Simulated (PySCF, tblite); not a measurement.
# BH5O6Si, a fragment of a glass network (dimer): NMR shifts, core binding energies and electronic excitations

What NMR shifts, core binding energies and electronic excitations should one expect for `OB(O)O[Si](O)(O)O`? It is drawn as: Si B3, OH ends, O bridges.

Computed with tblite 0.8.0 and PySCF 2.14.0; each step states its level. No surroundings beyond the atoms listed, unless a continuum is named. Atoms count from 0, parts from 1.

## (1) Starting point

13 atoms, charge 0, multiplicity 1; geometry: distance geometry start.

## (2) Geometry optimisation with GFN2-xTB

What the job is given:

```
{"job": {"kind": "relax", "xc": "GFN2-xTB", "basis": "xTB"}, "charge": 0, "multiplicity": 1}
O     -1.886167    -2.662283    -2.330246
B     -2.097317    -1.323486    -1.686802
O     -2.584536    -1.309347    -0.276834
O     -1.074904    -0.281828    -2.055174
Si     0.041034     0.465791    -0.904167
O      1.489544    -0.556931    -0.748013
O     -0.720870     0.617510     0.689832
O      0.518947     2.065883    -1.514071
H     -1.063058    -3.016796    -2.634085
H     -2.093551    -1.661523     0.496522
H      1.741261    -1.019802     0.074319
H     -1.300596    -0.028504     1.067759
H      0.120037     2.904647    -1.210569
```

With the program's defaults for keys left out, this is: GFN2-xTB geometry optimisation, gas phase.

The run is started by

```console
$ OMP_NUM_THREADS=1 python cluster_run.py task.json out
```

This one command runs all jobs of the session in turn.

**Question.** The jobs that follow are: PBE0-D3(BJ)/def2-SVP geometry optimisation, gas phase; GIAO PBE0/pcSseg-1 NMR shielding, non-relativistic, gas phase; delta-SCF UKS SCAN, pcX-2 on the ionised atom, pcseg-1 elsewhere, spin-free X2C; TDDFT CAM-B3LYP/def2-SVPD, vertical, gas phase, core orbitals frozen in the response. Predict: point group; rotational constants (main isotopes); $^{1}$H shifts against TMS (PBE0/pcSseg-1); $^{17}$O shifts against H2O (PBE0/pcSseg-1); $^{11}$B shifts against BF3·OEt2 (PBE0/pcSseg-1); $^{29}$Si shifts against TMS (PBE0/pcSseg-1); potential on the surface of density 0.002 e/bohr³, 1st and 99th percentile; O1s binding energies, SCAN/pcX-2 (standing for 4 of 6 atoms); Si2p binding energies, SCAN/pcX-2; lowest singlet (CAM-B3LYP/def2-SVPD); brightest single state of those computed; lowest triplet; vertical ionisation energy (ΔSCF).

The runs gave:

```
                                                                  quantity                                          value
                                                               point group                                             C1
                                      rotational constants (main isotopes)                           3.01, 1.11, 1.02 GHz
                                $^{1}$H shifts against TMS (PBE0/pcSseg-1)               3.99, 3.24, 3.12, 1.86, 1.80 ppm
                               $^{17}$O shifts against H2O (PBE0/pcSseg-1)        109.6, 89.8, 81.2, 60.5, 50.9, 50.4 ppm
                          $^{11}$B shifts against BF3·OEt2 (PBE0/pcSseg-1)                                       17.8 ppm
                              $^{29}$Si shifts against TMS (PBE0/pcSseg-1)                                      -66.5 ppm
potential on the surface of density 0.002 e/bohr³, 1st and 99th percentile                             -1.46 V and 2.45 V
              O1s binding energies, SCAN/pcX-2 (standing for 4 of 6 atoms)  O7 538.94, O5 538.84, O3 538.59, O6 538.45 eV
                                         Si2p binding energies, SCAN/pcX-2                                  Si4 108.88 eV
                                      lowest singlet (CAM-B3LYP/def2-SVPD)                    7.94 eV (156 nm), f = 0.014
                                  brightest single state of those computed                    state 6, 8.84 eV, f = 0.056
                                                            lowest triplet                                        7.67 eV
                                         vertical ionisation energy (ΔSCF)                                       11.59 eV
```

In words: The start of the PBE0/def2-SVP relaxation was shaken at random by about 0.01 Å, so part of the energy gained, and of the first lengths quoted, undoes that. Relaxing lowered the energy by 0.211 eV in 9 steps; the close pair that moved most is O3–Si4, from 1.599 to 1.663 Å (PBE0/def2-SVP). At PBE0/pcSseg-1: Shielding is most anisotropic at O0 (span 126 ppm, paramagnetic term -142 ppm). At SCAN/pcX-2: The O1s levels kept as sound span 0.49 eV, from O6 (oxygen bonded to Si, H) up to O7 (oxygen bonded to Si, H). Only 4 of the 6 O atoms are covered by sound results. The lowest singlet, at 7.94 eV, is HOMO→LUMO 0.65, HOMO→LUMO+1 0.21 and is weak; of the 6 states computed, the strongest absorption comes from state 6 at 8.84 eV (the last computed, so partners may be missing). The lowest triplet lies 0.27 eV below the lowest singlet (triplets in Tamm-Dancoff, singlets in full TDDFT). The orbital energy would give 10.60 eV for ionisation, ΔSCF gives 11.59 eV. A capped cluster stands for the solid here, so long-range fields and strain are missing, and bands or shifts of the capping hydrogens have no counterpart in it.
